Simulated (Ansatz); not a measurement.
Geometry optimisation, DFT LDA, scalar-relativistic, plane waves, PAW in Ansatz.

input.yaml

```yaml
crystal:
  lattice:
    - [0.0, 5.43, 5.43]
    - [5.43, 0.0, 5.43]
    - [5.43, 5.43, 0.0]
  atoms:
    - { symbol: Si, position: [0.0, 0.0, 0.0] }
    - { symbol: Si, position: [0.125, 0.125, 0.125] }
    - { symbol: Si, position: [0.0, 0.0, 0.5] }
    - { symbol: Si, position: [0.125, 0.125, 0.625] }
    - { symbol: Si, position: [0.0, 0.5, 0.0] }
    - { symbol: Si, position: [0.125, 0.625, 0.125] }
    - { symbol: Si, position: [0.0, 0.5, 0.5] }
    - { symbol: Si, position: [0.125, 0.625, 0.625] }
    - { symbol: Si, position: [0.5, 0.0, 0.0] }
    - { symbol: Si, position: [0.625, 0.125, 0.125] }
    - { symbol: Si, position: [0.5, 0.0, 0.5] }
    - { symbol: Si, position: [0.625, 0.125, 0.625] }
    - { symbol: Si, position: [0.5, 0.5, 0.0] }
    - { symbol: Si, position: [0.625, 0.625, 0.125] }
    - { symbol: Si, position: [0.5, 0.5, 0.5] }
    - { symbol: Si, position: [0.625, 0.625, 0.625] }
    - { symbol: Co, position: [0.37356726, 0.87690452, 0.36980582], spin: 1.0 }
magnetization:
  spin_polarized: true
basis:
  ecutwfc: 420.0
kpoints:
  mp_grid: { grid: [2, 2, 2] }
hamiltonian:
  xc: lda
  pseudopotentials: { kind: paw, azcp: { folder: soft_1 } }
scf:
  occupations: { method: gaussian, width: 0.05 }
  lower_state_search: "off"
relax:
  f_tol: 0.03
  max_steps: 60
  adjacent_minimum: "off"
output:
  write_density: true
  write_potential: true
  elf: true
  volumetric_format: npy
```

Launched with:

```bash
$ ansatz run input.yaml --threads 2 --pin off --max-ram 5120MiB --backend cpu --events-out ev --progress --plain --runs-dir out
```

Task: Where does it end, and by what steps?

Result: The run converged. Limits of this set-up: coarse k mesh, PAW files made for another functional, a small cell, in which the defect meets its images. After 3 steps the energy has fallen by 0.018 eV; Co17 moved furthest, 0.03 Å.

```csv
step,energy less start (eV),largest force component (eV/Å),accepted
0,0.0000,0.227,yes
1,-0.0160,0.084,yes
2,-0.0176,0.036,yes
3,-0.0183,0.003,yes
```

```xyz
17
Lattice="0.0000 5.4300 5.4300 5.4300 0.0000 5.4300 5.4300 5.4300 0.0000" Properties=species:S:1:pos:R:3
Si -0.010 0.008 -0.010
Si 1.356 1.360 1.358
Si 2.723 2.703 -0.008
Si 4.066 4.071 1.356
Si 2.725 0.008 2.725
Si 4.073 1.358 4.072
Si 5.421 2.707 2.724
Si 6.788 4.071 4.079
Si -0.011 2.702 2.725
Si 1.355 4.070 4.066
Si 2.720 5.436 2.721
Si 4.070 6.782 4.073
Si 2.724 2.706 5.421
Si 4.078 4.071 6.789
Si 5.422 5.437 5.423
Si 6.787 6.783 6.787
Co 6.784 4.064 6.787
```

Whether the end is a true minimum wasn't checked by a vibrational analysis.

The run took 42 s on 2 threads of Arm Neoverse V1 (shared host), peak memory 0.69 GiB.
